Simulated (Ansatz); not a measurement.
# KCo2As2: further runs on the relaxed cell

An exercise on one series of results from a longer session: the logs are not shown, and one member is left open.

Program: Ansatz 0.2.0. Level of theory: DFT PBEsol, scalar-relativistic, plane waves, PAW. These are calculated values, not measurements.

1 further run of the same task is left out (set aside as unsound or not needed).

### The system as given

It takes space group I4/mmm (No. 139, tetragonal). The conventional cell has a = 3.716 Å, b = 3.716 Å, c = 13.479 Å, α = 90.00°, β = 90.00°, γ = 90.00°. K (site symmetry 4/mmm) has 8 As at 3.33 Å and 4 K at 3.72 Å in its first shell of neighbours. Co (site symmetry -4m2) is surrounded by 4 As at 2.28 Å. As (site symmetry 4mm) is surrounded by 4 Co at 2.28 Å and 4 K at 3.33 Å.

Structure file:

```cif
data_structure
_symmetry_space_group_name_H-M 'P 1'
_symmetry_Int_Tables_number 1
_cell_length_a 7.2334
_cell_length_b 7.2334
_cell_length_c 7.2334
_cell_angle_alpha 150.236
_cell_angle_beta 150.236
_cell_angle_gamma 42.595
_cell_volume 93.04
loop_
_atom_site_label
_atom_site_type_symbol
_atom_site_fract_x
_atom_site_fract_y
_atom_site_fract_z
_atom_site_occupancy
K1 K 0.00000 0.00000 0.00000 1
Co1 Co 0.75000 0.25000 0.50000 1
Co2 Co 0.25000 0.75000 0.50000 1
As1 As 0.34825 0.34825 0.00000 1
As2 As 0.65175 0.65175 0.00000 1
```

It goes back to an entry of the Materials Project.

This cell was relaxed beforehand with the same method: volume 18.61 Å³/atom, gap on the mesh none (metal).

The first run:

The input, input.yaml:

```yaml
crystal:
  lattice:
    - [-1.857762713, 1.857762713, 6.7394292079]
    - [1.857762713, -1.857762713, 6.7394292079]
    - [1.857762713, 1.857762713, -6.7394292079]
  atoms:
    - { symbol: K, position: [0.0, 0.0, 0.0] }
    - { symbol: Co, position: [0.75, 0.25, 0.5] }
    - { symbol: Co, position: [0.25, 0.75, 0.5] }
    - { symbol: As, position: [0.3482500348, 0.3482500348, 0.0] }
    - { symbol: As, position: [0.6517499652, 0.6517499652, 0.0] }
basis:
  ecutwfc: 420
kpoints:
  mp_grid: { grid: [14, 14, 14] }
  band_path:
    path:
      - [[0.0, 0.0, 0.0], [0.0, 0.0, 0.5], [0.25, 0.25, 0.25], [0.0, 0.5, 0.0], [0.0, 0.0, 0.0], [0.5, 0.5, -0.5], [0.26899653, 0.73100347, -0.26899653]]
      - [[-0.26899653, 0.26899653, 0.26899653], [0.0, 0.0, 0.0]]
      - [[0.0, 0.0, 0.5], [-0.03799306, 0.03799306, 0.5]]
      - [[0.5, 0.5, -0.03799306], [0.5, 0.5, -0.5]]
    npoints: 14
hamiltonian:
  xc: pbesol
scf:
  occupations: { method: gaussian, width: 0.1 }
  n_extra_bands: 12
output:
  forces: true
  stress: true
  eigenvalues: true
  populations: true
  dos: { projected: true, de: 0.02, nscf_kmesh: { grid: [21, 21, 21] } }
  bader: true
  write_density: true
  write_potential: true
  elf: true
  volumetric_format: npy
```

On the command line:

```console
$ ansatz run input.yaml --threads 2 --pin off --max-ram 5120MiB --backend cpu --events-out ev --progress --plain --runs-dir out
```

Among the steps run: Electronic structure at the relaxed geometry; The cell scaled to 0.97 of its volume; The cell scaled to 1.03 of its volume; Volume × 0.94; Volume × 1.06.

One of the session's tables, all rows but one given; the rest of the session is left out.

It belongs to the step «Equation of state». 

| volume (Å³/atom) | energy above the lowest point (meV/atom) | pressure (GPa) |
| --- | --- | --- |
| 17.491 | 11.4 | 3.56 |
| 18.050 | ? | ? |
| 18.608 | 0.0 | 0.01 |
| 19.166 | 2.5 | -1.34 |
| 19.724 | 9.1 | -2.45 |

Estimate the missing values for volume (Å³/atom) = 18.050.

Worked estimate for «energy above the lowest point (meV/atom)». A straight line through the neighbours (17.491, 11.4) and (18.608, 0.0) gives 11.4 + (0.0 − 11.4) × (18.050 − 17.491) / (18.608 − 17.491) = 5.7; a parabola fitted to 3 rows on both sides gives 3.0.

**Answer.** energy above the lowest point (meV/atom): 2.6; pressure (GPa): 1.63. In «energy above the lowest point (meV/atom)» the line misses by +3.1 and the parabola by +0.4.

To keep in mind: Spin polarisation is off in the runs that give these values; a magnetic solution could lie lower.
